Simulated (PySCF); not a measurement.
# EuOCl: other functionals and bases at one geometry

An exercise on one series of results from a longer session: the logs are not shown, and one member is left open.

Computed with PySCF 2.14.0. Level: several levels, as the steps say, no spin–orbit coupling.

1 further run of the same task is left out (for a known fault of the program).

### The system as given

3 atoms, charge 0, spin multiplicity 1.

Bond lengths: Eu1–O2 1.834 Å, Eu1–Cl3 2.557 Å. Angles: O2–Eu1–Cl3 114.9°.

As a file:

```xyz
3
ClEuO
Eu    0.2667    0.0000   -0.4139
O     1.7784    0.0000    0.6248
Cl   -1.9340    0.0000    0.8882
```

Formal oxidation states: Eu +3. Each metal's 6 4f electrons lie in its core potential, so multiplicities, spins and levels count the valence alone. An earlier session relaxed this geometry at PBE0, Eu lcecp-1-SVP with ECP52, O def2-SVP, Cl def2-SVP (singlet, point group Cs).

At PBE0 on the finer grid: E = -570.399768 Eh, HOMO -7.02 eV, LUMO -2.39 eV, Mulliken charge on Eu1 +0.81 e, largest force component 0.008 eV/Å. 

Levels to run: M06-L; CAM-B3LYP; PBE0, TZVP. Hardware: 2 threads of Arm Neoverse V1, shared host.

Set-up of the first run:

The input, run.py (the lines that set the calculation):

```python
mol = gto.M(atom='''
Eu     0.26666     0.00000    -0.41392
O      1.77836     0.00000     0.62476
Cl    -1.93395     0.00000     0.88824''',
    basis={'Eu': 'lcecp-1-SVP', 'O': 'def2-SVP', 'Cl': 'def2-SVP'},
    ecp={'Eu': 'lcecp-1-SVP'},
    charge=0, spin=0)
mf = dft.RKS(mol, xc='M06L')
mf.grids.atom_grid = (75, 302)  # f atoms: unpruned, at least (60, 302)
mf = mf.density_fit()  # fitting sets: Eu AutoAux, O def2-universal-JKFIT, Cl def2-universal-JKFIT
mf.conv_tol = 1e-08; mf.max_cycle = 55
mf.kernel(dm0)  # dm0: the density of the relaxed state
```

Started as:

```bash
$ OMP_NUM_THREADS=2 python run.py
```

Among the steps run: M06-L; CAM-B3LYP; PBE0, TZVP.

One of the session's tables, all rows but one given; the rest of the session is left out.

| level | HOMO (eV) | gap (eV) | charge on Eu1 (e) | dipole (D) | largest force component (eV/Å) |
| --- | --- | --- | --- | --- | --- |
| PBE0 (relaxed here) | -7.02 | 4.64 | 0.81 | 7.54 | 0.01 |
| M06-L | ? | ? | ? | ? | ? |
| CAM-B3LYP | -8.32 | 6.52 | 0.78 | 7.71 | 0.08 |
| PBE0, TZVP | -7.03 | 4.65 | 1.22 | 7.77 | 0.17 |

**Question.** Estimate the row for M06-L.

As computed: HOMO (eV): -5.69; gap (eV): 3.55; charge on Eu1 (e): 0.94; dipole (D): 7.61; largest force component (eV/Å): 0.45. In the column «HOMO (eV)» it is the highest.

In one basis the HOMO–LUMO gap runs from 3.55 eV (M06-L) to 6.52 eV (CAM-B3LYP). The largest leftover force, 0.45 eV/Å with M06-L, stands at a geometry relaxed at another level. With 4f in the core, its levels are missing from HOMO and gap, and its count is fixed, so no charge can pass from the ligands into it. Total energies of different levels can't be compared.
